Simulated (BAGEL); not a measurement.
# One shape, several levels: CH3BFNS (SMILES [H]/N=C(\F)BS)

We compute a comparison of 4 runs (B3LYP/6-31G*, B3LYP/def2-SVP, PBE0/def2-SVP, RI-MP2/def2-SVP) of CH3BFNS. 

Program for the calculation: BAGEL 1.2.2.

3 further runs of the same task are left out: 3 that didn't finish.

## 1. The molecule

CH3BFNS: 8 atoms, total charge 0, spin state singlet. As SMILES, `[H]/N=C(\F)BS`. Geometry: relaxed at PBE0-D4/def2-TZVP. This is one conformer, not always the lowest.

Bond lengths: N1–C2 1.252 Å, C2–F3 1.354 Å, C2–B4 1.579 Å, B4–S5 1.755 Å, N1–H6 1.020 Å, B4–H7 1.189 Å, S5–H8 1.350 Å. Angles: N1–C2–F3 121.1°, N1–C2–B4 124.6°, F3–C2–B4 114.2°, C2–B4–S5 119.6°, C2–N1–H6 112.6°, C2–B4–H7 121.4°, S5–B4–H7 119.1°, B4–S5–H8 95.5°.

## 2. The energy at B3LYP/6-31G(d) (density fitting with qzvpp-jkfit, spherical functions) (run 1)

File input.json:

```json
{ "bagel": [

{
  "title": "molecule",
  "basis": "6-31gs.json",
  "df_basis": "qzvpp-jkfit",
  "angstrom": true,
  "geometry": [
    { "atom": "N", "xyz": [   -0.609500,    1.141200,    0.549300 ] },
    { "atom": "C", "xyz": [    0.366200,    0.358100,    0.495800 ] },
    { "atom": "F", "xyz": [    1.453300,    0.539900,    1.282800 ] },
    { "atom": "B", "xyz": [    0.458400,   -0.897500,   -0.457500 ] },
    { "atom": "S", "xyz": [   -0.874300,   -1.263500,   -1.539900 ] },
    { "atom": "H", "xyz": [   -0.474800,    1.889400,    1.229400 ] },
    { "atom": "H", "xyz": [    1.414400,   -1.604000,   -0.459200 ] },
    { "atom": "H", "xyz": [   -1.641600,   -0.220700,   -1.156700 ] }
  ]
},
{ "title": "ks", "xc_func": "b3lyp" },
{ "title": "print", "file": "orbitals.molden", "orbitals": true }

]}
```

The basis set 6-31G* is read from a file made from the Basis Set Exchange's data (not shown).

Launch:

```
$ BAGEL_NUM_THREADS=1 BAGEL input.json > input.out
```

The log of the run:

```text
* using 1 threads per process

  ===============================================================
  ===============================================================

  *** Geometry ***

  { "atom" : "N", "xyz" : [     -1.151788,      2.156555,      1.038027 ] },
  { "atom" : "C", "xyz" : [      0.692018,      0.676711,      0.936926 ] },
  { "atom" : "F", "xyz" : [      2.746339,      1.020263,      2.424141 ] },
  { "atom" : "B", "xyz" : [      0.866250,     -1.696029,     -0.864550 ] },
  { "atom" : "S", "xyz" : [     -1.652188,     -2.387669,     -2.909989 ] },
  { "atom" : "H", "xyz" : [     -0.897242,      3.570449,      2.323229 ] },
  { "atom" : "H", "xyz" : [      2.672829,     -3.031121,     -0.867762 ] },
  { "atom" : "H", "xyz" : [     -3.102174,     -0.417063,     -2.185846 ] },

  Number of auxiliary basis functions:      486

  Since a DF basis is specified, we compute 2- and 3-index integrals:
    o Being stored without compression. Storage requirement is 0.025 GB

  Number of basis functions:       80
  Number of electrons      :       46

    * METHOD: MOLECULE                             0.23

  *** Kohn-Sham DFT ***

    * Removing 14891 points whose weight is below 1.00e-10
    * Grid points: 104357

  === Nuclear Repulsion ===
   191.0680061809

       - DIIS with orbital gradients will be used.

  === KS iteration (b3lyp / 6-31gs.json) ===
      0       -590.74652987          0.13033166           0.36
      1       -576.59429510          0.13415970           0.34
      2       -526.94623931          0.21323579           0.34
      3       -598.48431640          0.14426427           0.34
      4       -612.07659210          0.09483317           0.34
      5       -614.62212992          0.06736676           0.33
      6       -617.07564550          0.02875313           0.33
      7       -617.06513858          0.02882688           0.34
      8       -617.51437248          0.00871119           0.34
      9       -617.54528021          0.00224480           0.33
     10       -617.54694101          0.00075246           0.33
     11       -617.54721073          0.00019294           0.33
     12       -617.54722618          0.00005693           0.33
     13       -617.54722759          0.00002307           0.33
     14       -617.54722797          0.00001057           0.34
     15       -617.54722804          0.00000153           0.33
     16       -617.54722804          0.00000115           0.33
     17       -617.54722804          0.00000026           0.34
     18       -617.54722804          0.00000010           0.34
     19       -617.54722804          0.00000003           0.34
     20       -617.54722804          0.00000003           0.33
     21       -617.54722804          0.00000000           0.33
    * SCF iteration converged.

    * Permanent dipole moment:
           (    0.068284,    -0.273651,    -0.178922) a.u.

    * METHOD: KS                                   7.86

    * METHOD: PRINT                                0.01

  ===============================================================
```

Wall time 8.4 s (1 thread of Arm Neoverse V2, shared host); peak memory 0.41 GiB.

## 3. A single-point energy at B3LYP/def2-SVP (density fitting with qzvpp-jkfit) (run 2)

File calc.json:

```json
{ "bagel": [

{
  "title": "molecule",
  "basis": "svp",
  "df_basis": "qzvpp-jkfit",
  "angstrom": "true",
  "geometry": [
    { "atom": "N", "xyz": [   -0.609500,    1.141200,    0.549300 ] },
    { "atom": "C", "xyz": [    0.366200,    0.358100,    0.495800 ] },
    { "atom": "F", "xyz": [    1.453300,    0.539900,    1.282800 ] },
    { "atom": "B", "xyz": [    0.458400,   -0.897500,   -0.457500 ] },
    { "atom": "S", "xyz": [   -0.874300,   -1.263500,   -1.539900 ] },
    { "atom": "H", "xyz": [   -0.474800,    1.889400,    1.229400 ] },
    { "atom": "H", "xyz": [    1.414400,   -1.604000,   -0.459200 ] },
    { "atom": "H", "xyz": [   -1.641600,   -0.220700,   -1.156700 ] }
  ]
},
{ "title": "ks", "xc_func": "b3lyp" },
{ "title": "print", "file": "orbitals.molden", "orbitals": "true" }

]}
```

Launch:

```
$ BAGEL_NUM_THREADS=1 BAGEL calc.json > calc.out
```

The log of the run:

```text
* using 1 threads per process

  ===============================================================
  ===============================================================

  *** Geometry ***

  { "atom" : "N", "xyz" : [     -1.151788,      2.156555,      1.038027 ] },
  { "atom" : "C", "xyz" : [      0.692018,      0.676711,      0.936926 ] },
  { "atom" : "F", "xyz" : [      2.746339,      1.020263,      2.424141 ] },
  { "atom" : "B", "xyz" : [      0.866250,     -1.696029,     -0.864550 ] },
  { "atom" : "S", "xyz" : [     -1.652188,     -2.387669,     -2.909989 ] },
  { "atom" : "H", "xyz" : [     -0.897242,      3.570449,      2.323229 ] },
  { "atom" : "H", "xyz" : [      2.672829,     -3.031121,     -0.867762 ] },
  { "atom" : "H", "xyz" : [     -3.102174,     -0.417063,     -2.185846 ] },

  Number of auxiliary basis functions:      486

  Since a DF basis is specified, we compute 2- and 3-index integrals:
    o Being stored without compression. Storage requirement is 0.031 GB

  Number of basis functions:       89
  Number of electrons      :       46

    * METHOD: MOLECULE                             0.22

  *** Kohn-Sham DFT ***

    * Removing 14891 points whose weight is below 1.00e-10
    * Grid points: 104357

  === Nuclear Repulsion ===
   191.0680061809

       - DIIS with orbital gradients will be used.

  === KS iteration (b3lyp / svp) ===
      0       -589.31320588          0.11407611           0.42
      1       -575.03749023          0.13146251           0.40
      2       -529.52356015          0.25249785           0.44
      3       -594.34997795          0.12553527           0.40
      4       -604.37358938          0.13469414           0.40
      5       -616.84048525          0.02609421           0.40
      6       -616.91240147          0.02786307           0.39
      7       -617.21788327          0.01137831           0.39
      8       -617.28560476          0.00258115           0.39
      9       -617.28845336          0.00111960           0.39
     10       -617.28929968          0.00022634           0.39
     11       -617.28933150          0.00007412           0.39
     12       -617.28933461          0.00002370           0.39
     13       -617.28933471          0.00002101           0.38
     14       -617.28933492          0.00000299           0.39
     15       -617.28933493          0.00000142           0.38
     16       -617.28933493          0.00000070           0.38
     17       -617.28933493          0.00000014           0.38
     18       -617.28933493          0.00000005           0.39
     19       -617.28933493          0.00000002           0.38
     20       -617.28933493          0.00000001           0.38
     21       -617.28933493          0.00000000           0.38
    * SCF iteration converged.

    * Permanent dipole moment:
           (    0.182717,    -0.241017,    -0.085138) a.u.

    * METHOD: KS                                   9.11

    * METHOD: PRINT                                0.01

  ===============================================================
```

It took 9.6 s on 1 thread of Arm Neoverse V2, shared host; peak memory 0.44 GiB.

Run 3 isn't shown in full; the table further down has it.

## 4. A single-point energy at RI-MP2/def2-SVP (density fitting with qzvpp-jkfit) (run 4)

File input.json:

```json
{ "bagel": [

{
  "title": "molecule",
  "basis": "svp",
  "df_basis": "qzvpp-jkfit",
  "angstrom": true,
  "geometry": [
    { "atom": "N", "xyz": [      -0.609500,       1.141200,       0.549300 ] },
    { "atom": "C", "xyz": [       0.366200,       0.358100,       0.495800 ] },
    { "atom": "F", "xyz": [       1.453300,       0.539900,       1.282800 ] },
    { "atom": "B", "xyz": [       0.458400,      -0.897500,      -0.457500 ] },
    { "atom": "S", "xyz": [      -0.874300,      -1.263500,      -1.539900 ] },
    { "atom": "H", "xyz": [      -0.474800,       1.889400,       1.229400 ] },
    { "atom": "H", "xyz": [       1.414400,      -1.604000,      -0.459200 ] },
    { "atom": "H", "xyz": [      -1.641600,      -0.220700,      -1.156700 ] }
  ]
},

{
  "title": "hf"
},

{
  "title": "mp2",
  "ncore": 9
}

]}
```

Launch:

```
$ BAGEL_NUM_THREADS=1 BAGEL input.json > input.out
```

The log of the run:

```text
* using 1 threads per process

  ===============================================================
  ===============================================================

  *** Geometry ***

  { "atom" : "N", "xyz" : [     -1.151788,      2.156555,      1.038027 ] },
  { "atom" : "C", "xyz" : [      0.692018,      0.676711,      0.936926 ] },
  { "atom" : "F", "xyz" : [      2.746339,      1.020263,      2.424141 ] },
  { "atom" : "B", "xyz" : [      0.866250,     -1.696029,     -0.864550 ] },
  { "atom" : "S", "xyz" : [     -1.652188,     -2.387669,     -2.909989 ] },
  { "atom" : "H", "xyz" : [     -0.897242,      3.570449,      2.323229 ] },
  { "atom" : "H", "xyz" : [      2.672829,     -3.031121,     -0.867762 ] },
  { "atom" : "H", "xyz" : [     -3.102174,     -0.417063,     -2.185846 ] },

  Number of auxiliary basis functions:      486

  Since a DF basis is specified, we compute 2- and 3-index integrals:
    o Being stored without compression. Storage requirement is 0.031 GB

  Number of basis functions:       89
  Number of electrons      :       46

    * METHOD: MOLECULE                             0.22

  *** RHF ***

  === Nuclear Repulsion ===
   191.0680061809

      * DIIS with orbital gradients will be used.

  === RHF iteration (svp) ===
      0       -615.26632020          0.01501527           0.08
      1       -615.39056012          0.00902669           0.08
      2       -615.43189098          0.00165665           0.08
      3       -615.43465567          0.00060820           0.08
      4       -615.43499065          0.00020116           0.08
      5       -615.43506799          0.00010910           0.08
      6       -615.43508297          0.00004724           0.08
      7       -615.43508681          0.00001219           0.08
      8       -615.43508697          0.00000453           0.08
      9       -615.43508699          0.00000214           0.08
     10       -615.43508699          0.00000062           0.08
     11       -615.43508699          0.00000023           0.08
     12       -615.43508699          0.00000012           0.08
     13       -615.43508699          0.00000005           0.08
     14       -615.43508699          0.00000002           0.08
     15       -615.43508699          0.00000001           0.08
    * SCF iteration converged.

    * Permanent dipole moment:
           (    0.100186,    -0.238065,    -0.131655) a.u.

    * METHOD: HF                                   1.47

  *** RHF ***

  === Nuclear Repulsion ===
   191.0680061809

      * DIIS with orbital gradients will be used.

  === RHF iteration (svp) ===
      0       -615.43508699          0.00000001           0.08
    * SCF iteration converged.

    * Permanent dipole moment:
           (    0.100186,    -0.238064,    -0.131655) a.u.

  === DF-MP2 calculation ===

    * freezing 9 orbitals
    * 3-index integral transformation done
    * assembly done

      MP2 correlation energy:   -0.6862205706      0.06

      MP2 total energy:       -616.1213075626

    * METHOD: MP2                                  0.23

  ===============================================================
```

Run time: 2.1 s. Hardware: 1 thread of Arm Neoverse V2, shared host; peak memory 0.13 GiB.

## 5. All runs side by side

| run | level | frozen core orbitals | energy (Eh) | dipole moment (D) | HOMO energy (eV) | LUMO energy (eV) | wall time |
| --- | --- | --- | --- | --- | --- | --- | --- |
| 1 | B3LYP/6-31G* (density fitting with qzvpp-jkfit, spherical functions) | – | -617.547228 | 0.85 | -8.02 | -2.29 | 8.4 s |
| 2 | B3LYP/def2-SVP (density fitting with qzvpp-jkfit) | – | -617.289335 | 0.80 | -8.06 | -2.34 | 9.6 s |
| 3 | PBE0/def2-SVP (density fitting with qzvpp-jkfit) | – | -616.892343 | 0.85 | -8.39 | -2.23 | 8.7 s |
| 4 | RI-MP2/def2-SVP (density fitting with qzvpp-jkfit) | 9 | -616.121308 | – | – | – | 2.1 s |

## 6. Results

| quantity | value |
| --- | --- |
| run 4: total energy | -616.12131 Eh |
| run 4: correlation energy (9 core orbitals frozen) | -686.2 mEh |

What this shows: Over runs 1, 2, 3 the dipole moment (its size) runs from 0.80 D (B3LYP/def2-SVP) to 0.85 D (PBE0/def2-SVP). Over runs 1, 2, 3 the HOMO–LUMO gap runs from 5.72 eV (B3LYP/def2-SVP) to 6.16 eV (PBE0/def2-SVP). Totals of different functionals can't be ranked against each other. All runs together took 29 s, the longest 9.6 s.
